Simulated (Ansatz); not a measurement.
**C2H6S2Si: one species, many methods**

An exercise on one series of results from a longer session: the logs are not shown, and one member is left open.

The runs use Ansatz 0.2.0, Gaussian basis; functionals in def2-TZVPP, the program's frozen cores in correlated methods.

The runs, in order: PBE-D4, r2SCAN-D4, PBE0-D4, B3LYP-D4, ωB97X-V, ωB97M-V, B2PLYP; CCSD(T)/def2-TZVPP; MP2/def2-QZVPP; extrapolation to the limit.

## The geometry

The geometry comes from an earlier relaxation with PBE0-D4 in a triple-zeta def2 set; it is a stationary point, not always the lowest conformer.

SMILES `C1[SiH2]SCS1`, 11 atoms, charge 0, spin multiplicity 1.

Atoms are counted from 1 here; the program's logs count them from 0.

Bond lengths: C1–Si2 1.884 Å, C1–S5 1.800 Å, C1–H6 1.092 Å, C1–H7 1.093 Å, Si2–S3 2.136 Å, Si2–H8 1.485 Å, Si2–H9 1.487 Å, S3–C4 1.830 Å, C4–S5 1.793 Å, C4–H10 1.091 Å, C4–H11 1.091 Å. Angles: Si2–C1–S5 106.2°, Si2–C1–H6 110.9°, Si2–C1–H7 112.3°, S5–C1–H6 107.2°, S5–C1–H7 111.5°, H6–C1–H7 108.5°, C1–Si2–S3 101.7°, C1–Si2–H8 111.1°, C1–Si2–H9 112.5°, S3–Si2–H8 111.7°, S3–Si2–H9 111.2°, H8–Si2–H9 108.5°, Si2–S3–C4 95.6°, S3–C4–S5 114.0°, S3–C4–H10 108.6°, S3–C4–H11 107.6°, S5–C4–H10 110.7°, S5–C4–H11 106.8° and more.

The first run:

in.yaml

```yaml
crystal:
  periodic: [false, false, false]
  atoms:
    - {symbol: C, position_ang: [-1.050448, 0.670978, -0.076053]}
    - {symbol: Si, position_ang: [-0.285778, -0.275170, 1.362538]}
    - {symbol: S, position_ang: [1.528706, -0.992281, 0.493786]}
    - {symbol: C, position_ang: [1.186679, -0.356113, -1.187812]}
    - {symbol: S, position_ang: [-0.558796, -0.203505, -1.570046]}
    - {symbol: H, position_ang: [-2.141087, 0.640813, -0.027396]}
    - {symbol: H, position_ang: [-0.733260, 1.716608, -0.100797]}
    - {symbol: H, position_ang: [-1.164848, -1.389941, 1.798094]}
    - {symbol: H, position_ang: [-0.012880, 0.596974, 2.535567]}
    - {symbol: H, position_ang: [1.692544, 0.602667, -1.306793]}
    - {symbol: H, position_ang: [1.604468, -1.068132, -1.900389]}
basis:
  gaussian: {orbitals: def2-TZVPP}
hamiltonian: {xc: pbe, dispersion: d4}
output: {forces: true, orbitals: {seedname: orbitals}}
```

Started as:

```console
$ ansatz run in.yaml --threads 4 --pin off --events-out ev --progress --plain --max-ram 10444MiB
```

Among the steps run: PBE-D4 (GGA); r2SCAN-D4 (meta-GGA); PBE0-D4 (hybrid); B3LYP-D4 (hybrid); ωB97X-V (range-separated); ωB97M-V (range-separated); B2PLYP (double hybrid); CCSD(T) in def2-TZVPP; MP2 in def2-QZVPP.

One table of the session follows, with a row left open; its other results are not shown here.

```
            method  atomisation energy (eV)
            PBE-D4                   41.200
         r2SCAN-D4                   40.620
           PBE0-D4                   40.688
          B3LYP-D4                   40.238
           ωB97X-V                   40.721
           ωB97M-V                        ?
            B2PLYP                   39.725
     HF/def2-TZVPP                   29.203
    MP2/def2-TZVPP                   39.838
   CCSD/def2-TZVPP                   38.524
CCSD(T)/def2-TZVPP                   39.227
           MP2/CBS                   41.047
       CCSD(T)/CBS                   40.435
```

Estimate the missing values for ωB97M-V.

The run gave: atomisation energy (eV): 40.671. In the column «atomisation energy (eV)» it lies between r2SCAN-D4 (40.620) and PBE0-D4 (40.688).

Limits of these values: Free atoms (2 C, 1 Si, 2 S, 6 H) were run apart at each level; the atomisation energy is their sum less the molecule, without zero-point or spin-orbit terms.
